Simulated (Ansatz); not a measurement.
# Trajectory cell B6Al42N48 of wurtzite AlN alloyed with BN, uniform strain +0.1 %

Wanted: trajectory, final structure and frontier levels (PBEsol, PBE and HSE06).

All numbers are computed with Ansatz 0.2.0 (PAW, plane waves).

## Step 1: Starting point

96 atoms (6 B, 42 Al, 48 N); a = 9.144 Å, b = 10.559 Å, c = 9.790 Å, α = 90.00°, β = 90.00°, γ = 90.00°. All atoms were shaken off their sites by about 0.02 Å along each axis.

Steps to follow: (2) PBEsol dynamics at the Γ point alone, on 1 × NVIDIA H100 80GB HBM3 with 1 thread of AMD EPYC 7R13; (3) PBE single point at the Γ point alone, on 1 × NVIDIA H100 80GB HBM3 with 1 thread of AMD EPYC 7R13; (4) HSE06 single point at the Γ point alone, on 1 × NVIDIA H100 80GB HBM3 with 1 thread of AMD EPYC 7R13.

## Step 2: Langevin dynamics

The input, in.yaml:

```yaml
accuracy: low
crystal:
  lattice:
    - [9.144368, 0.000000, 0.000000]
    - [0.000000, 10.559007, 0.000000]
    - [0.000000, 0.000000, 9.789580]
  atoms:
    - { symbol: B, position: [0.165603, 0.081624, 0.247600] }
    - { symbol: B, position: [0.996506, 0.832937, 0.749046] }
    - { symbol: B, position: [0.663882, 0.830396, 0.746142] }
    - { symbol: B, position: [0.668631, 0.167223, 0.498583] }
    - { symbol: B, position: [0.665682, 0.167483, 0.996194] }
    - { symbol: B, position: [0.500641, 0.421829, 0.998438] }
    - { symbol: Al, position: [0.168888, 0.083358, 0.749496] }
    - { symbol: Al, position: [0.997493, 0.333760, 0.247965] }
    - { symbol: Al, position: [0.002501, 0.334004, 0.747561] }
    - { symbol: Al, position: [0.499998, 0.084480, 0.250011] }
    - { symbol: Al, position: [0.503591, 0.080690, 0.746349] }
    - { symbol: Al, position: [0.333767, 0.331881, 0.248394] }
    - { symbol: Al, position: [0.332254, 0.337952, 0.746949] }
    - { symbol: Al, position: [0.173762, 0.584155, 0.249373] }
    - { symbol: Al, position: [0.164873, 0.582712, 0.750702] }
    - { symbol: Al, position: [0.000841, 0.833541, 0.250069] }
    - { symbol: Al, position: [0.832686, 0.083228, 0.248405] }
    - { symbol: Al, position: [0.836528, 0.084162, 0.751668] }
    - { symbol: Al, position: [0.665906, 0.332906, 0.246602] }
    - { symbol: Al, position: [0.669455, 0.331747, 0.744526] }
    - { symbol: Al, position: [0.499563, 0.585410, 0.252420] }
    - { symbol: Al, position: [0.503838, 0.584782, 0.749678] }
    - { symbol: Al, position: [0.329222, 0.831668, 0.248476] }
    - { symbol: Al, position: [0.337058, 0.836145, 0.748634] }
    - { symbol: Al, position: [0.831613, 0.584804, 0.247914] }
    - { symbol: Al, position: [0.833331, 0.584504, 0.750265] }
    - { symbol: Al, position: [0.665614, 0.833168, 0.248582] }
    - { symbol: Al, position: [0.995799, 0.163959, 0.497402] }
    - { symbol: Al, position: [0.996298, 0.166034, 0.999673] }
    - { symbol: Al, position: [0.334542, 0.168340, 0.499249] }
    - { symbol: Al, position: [0.332463, 0.166353, 0.997901] }
    - { symbol: Al, position: [0.165503, 0.418592, 0.497484] }
    - { symbol: Al, position: [0.166048, 0.417049, 0.002006] }
    - { symbol: Al, position: [0.997780, 0.667844, 0.498975] }
    - { symbol: Al, position: [0.003291, 0.668190, 0.002091] }
    - { symbol: Al, position: [0.499564, 0.419474, 0.498818] }
    - { symbol: Al, position: [0.330940, 0.666523, 0.498884] }
    - { symbol: Al, position: [0.332230, 0.663929, 0.996066] }
    - { symbol: Al, position: [0.165580, 0.917706, 0.498449] }
    - { symbol: Al, position: [0.162856, 0.914412, 0.996173] }
    - { symbol: Al, position: [0.833963, 0.415911, 0.496096] }
    - { symbol: Al, position: [0.836974, 0.416487, 0.997126] }
    - { symbol: Al, position: [0.665576, 0.665854, 0.500261] }
    - { symbol: Al, position: [0.667271, 0.665013, 0.001627] }
    - { symbol: Al, position: [0.496117, 0.914856, 0.497697] }
    - { symbol: Al, position: [0.502590, 0.917387, 0.995822] }
    - { symbol: Al, position: [0.836348, 0.916014, 0.499662] }
    - { symbol: Al, position: [0.831815, 0.919329, 0.998841] }
    - { symbol: N, position: [0.998053, 0.168665, 0.190315] }
    - { symbol: N, position: [0.998238, 0.169092, 0.689685] }
    - { symbol: N, position: [0.332301, 0.166141, 0.188431] }
    - { symbol: N, position: [0.335858, 0.166116, 0.685090] }
    - { symbol: N, position: [0.168530, 0.418556, 0.188497] }
    - { symbol: N, position: [0.166102, 0.416097, 0.688791] }
    - { symbol: N, position: [0.998264, 0.666324, 0.187144] }
    - { symbol: N, position: [0.001415, 0.664348, 0.688777] }
    - { symbol: N, position: [0.664045, 0.165187, 0.186772] }
    - { symbol: N, position: [0.668226, 0.169339, 0.690372] }
    - { symbol: N, position: [0.497964, 0.420341, 0.191991] }
    - { symbol: N, position: [0.502187, 0.413552, 0.685812] }
    - { symbol: N, position: [0.334767, 0.668571, 0.184299] }
    - { symbol: N, position: [0.332738, 0.671871, 0.693796] }
    - { symbol: N, position: [0.165341, 0.914886, 0.188181] }
    - { symbol: N, position: [0.167480, 0.917373, 0.686299] }
    - { symbol: N, position: [0.834244, 0.414035, 0.187147] }
    - { symbol: N, position: [0.830692, 0.420742, 0.689520] }
    - { symbol: N, position: [0.668275, 0.666690, 0.186583] }
    - { symbol: N, position: [0.667115, 0.672053, 0.689373] }
    - { symbol: N, position: [0.501441, 0.914425, 0.190027] }
    - { symbol: N, position: [0.498957, 0.912990, 0.685663] }
    - { symbol: N, position: [0.835459, 0.920282, 0.189822] }
    - { symbol: N, position: [0.830962, 0.919197, 0.687852] }
    - { symbol: N, position: [0.169611, 0.084073, 0.438551] }
    - { symbol: N, position: [0.169533, 0.086589, 0.940372] }
    - { symbol: N, position: [0.001445, 0.330648, 0.438716] }
    - { symbol: N, position: [0.002622, 0.331841, 0.939331] }
    - { symbol: N, position: [0.498786, 0.085214, 0.436249] }
    - { symbol: N, position: [0.500371, 0.081699, 0.938460] }
    - { symbol: N, position: [0.332011, 0.334007, 0.435526] }
    - { symbol: N, position: [0.331934, 0.333891, 0.941973] }
    - { symbol: N, position: [0.169225, 0.585766, 0.439541] }
    - { symbol: N, position: [0.166191, 0.580247, 0.940102] }
    - { symbol: N, position: [0.998455, 0.833237, 0.436829] }
    - { symbol: N, position: [0.000232, 0.833076, 0.938892] }
    - { symbol: N, position: [0.837242, 0.083610, 0.441268] }
    - { symbol: N, position: [0.835756, 0.087269, 0.939752] }
    - { symbol: N, position: [0.666931, 0.331830, 0.436809] }
    - { symbol: N, position: [0.666504, 0.332535, 0.937875] }
    - { symbol: N, position: [0.500699, 0.582315, 0.437825] }
    - { symbol: N, position: [0.502624, 0.584444, 0.936308] }
    - { symbol: N, position: [0.335516, 0.830188, 0.437360] }
    - { symbol: N, position: [0.329738, 0.835753, 0.940833] }
    - { symbol: N, position: [0.832399, 0.584531, 0.436615] }
    - { symbol: N, position: [0.832008, 0.584549, 0.938807] }
    - { symbol: N, position: [0.667147, 0.835165, 0.441366] }
    - { symbol: N, position: [0.668020, 0.834721, 0.939686] }
kpoints:
  mp_grid: { grid: [1, 1, 1] }
hamiltonian:
  xc: pbesol
scf:
  occupations: { method: fermi_dirac, width: 0.1 }
md:
  ensemble: nvt_langevin
  timestep: 2.5
  n_steps: 240
  temperature: 300
  temperature_schedule: [{ n_steps: 120, end_temperature: 300 }, { n_steps: 120, end_temperature: 300 }]
  friction: 0.02
  initial_velocities: maxwell_boltzmann
  seed: 1
```

The run is started by

```
> ansatz run in.yaml --threads 1 --pin off --max-ram 30400MiB --runs-dir r --events-out ev --progress --plain --backend cuda --devices 0, --max-vram 18GiB
```

The runs that follow: Single point with PBE; HSE06 on the same atoms.

Q: Predict the outcome of this session. Wanted: for each run, top filled to lowest empty.

The runs gave:

```
level         time  top filled to lowest empty (eV)
  PBE  6.5 s (GPU)                             4.02
HSE06   64 s (GPU)                             5.37
```

```
                           quantity                              value
                             length                240 steps of 2.5 fs
mean temperature of the first stage                              316 K
     temperature at the last sample  315 K (thermostat's target 300 K)
                       median shift          Al 0.12, B 0.12, N 0.16 Å
```

**What this shows.** N shifted most, by a median 0.16 Å in 0.60 ps (first neighbours: 1.9 Å), so its atoms mostly kept their sites. At the same k points, PBE gives a spacing 1.35 eV smaller than the 5.37 eV of HSE06. Exact exchange costs time: HSE06 ran about 9.8 times as long as PBE on the same kind of device. With one k point the spacing samples only the states that fold onto it, so it can exceed the gap over the zone.
